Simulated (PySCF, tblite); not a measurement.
# C₆H₆N₂SSi: geometry, infrared bands and NMR shifts

Aim: predict the infrared bands and NMR shifts of C₆H₆N₂SSi (`[SiH3]c1cccc2snnc12`).

Computed with tblite 0.8.0 and PySCF 2.14.0, with density-fitted response routines of our own, on a single molecule in the gas phase. Atoms are numbered from 0 throughout.

### 1 Starting geometry

16 atoms, charge 0, multiplicity 1; geometry from: force field or distance geometry start.

Bonds of the start (Å): Si0–C1 1.85, C1–C2 1.41, C2–C3 1.40, C3–C4 1.39, C4–C5 1.40, C5–S6 1.72, S6–N7 1.67, N7–N8 1.32, N8–C9 1.40, C9–C1 1.41, C9–C5 1.40, Si0–H10 1.48, Si0–H11 1.48, Si0–H12 1.47, C2–H13 1.09, C3–H14 1.09, C4–H15 1.09.

### 2 Relaxing the molecule with GFN2-xTB

Job settings and geometry (Å):

```
{"job": {"kind": "relax", "xc": "GFN2-xTB", "basis": "xTB"}, "charge": 0, "multiplicity": 1}
Si     2.502800     0.039900    -0.024800
C      0.667800    -0.219400    -0.025500
C      0.085700    -1.505100    -0.050100
C     -1.309100    -1.642800    -0.054000
C     -2.148800    -0.538600     0.007800
C     -1.556000     0.730400     0.035100
S     -2.268900     2.299400     0.094000
N     -0.796000     3.092100     0.115000
N      0.232700     2.259000     0.074100
C     -0.167200     0.919700     0.035500
H      2.936900     0.728000     1.213100
H      3.175900    -1.279400    -0.073500
H      2.911700     0.813900    -1.211300
H      0.700500    -2.398700    -0.092500
H     -1.745700    -2.639500    -0.073200
H     -3.229800    -0.650100     0.018900
```

Run with:

```sh
$ OMP_NUM_THREADS=1 python probes_run.py task.json out
```

The driver reads the jobs from task.json and runs them one after another.

**Question.** This job is followed by: GFN2-xTB harmonic vibrations, gas phase; GIAO PBE0/pcSseg-1 NMR shielding, non-relativistic, gas phase. What will the session give for the following? strongest single infrared mode (GFN2-xTB); zero-point energy (GFN2-xTB); 13C shifts against TMS (PBE0/pcSseg-1); 1H shifts against TMS (PBE0/pcSseg-1, means over atoms taken as alike); 29Si shifts against TMS (PBE0/pcSseg-1); 33S shifts against CS2 (PBE0/pcSseg-1); 15N shifts against NH3 (PBE0/pcSseg-1); surface potential, 1st and 99th percentile.

The runs gave:

```
                                                              quantity                                         value
                             strongest single infrared mode (GFN2-xTB)                          785 cm⁻¹, 513 km/mol
                                          zero-point energy (GFN2-xTB)                                 63.6 kcal/mol
                                13C shifts against TMS (PBE0/pcSseg-1)  161.6, 151.8, 139.7, 135.7, 132.2, 126.8 ppm
1H shifts against TMS (PBE0/pcSseg-1, means over atoms taken as alike)                    8.51, 8.20, 7.89, 5.04 ppm
                               29Si shifts against TMS (PBE0/pcSseg-1)                                     -70.9 ppm
                                33S shifts against CS2 (PBE0/pcSseg-1)                                       500 ppm
                                15N shifts against NH3 (PBE0/pcSseg-1)                              475.0, 471.6 ppm
                                 surface potential, 1st and 99th percentile                            -1.49 V and 1.35 V
```

In words: The optimisation took 29 steps and gained 0.329 eV; among the close pairs (by a distance rule), N7–N8 changed most, from 1.324 to 1.243 Å. All 42 modes are real, so the xTB geometry is a minimum. The strongest single mode, at 785 cm⁻¹, has its largest shares on H11, H10 and H12 (the list is cut at 3 atoms). GFN2-xTB is a fitted tight-binding method: band positions and strengths are rough. Its intensities can rank the bands wrongly. NICS(1)zz of -29 ppm above the planar ring from C1 marks a diatropic (aromatic) ring current. NICS(1)zz of -30 ppm above the planar ring from C5 marks a diatropic (aromatic) ring current. At PBE0/pcSseg-1, counted by nearest atom on the grid, the HOMO lies on S6 27 %; C1, C4 about 18 % each, the LUMO on N7 25 %; N8 13 %.
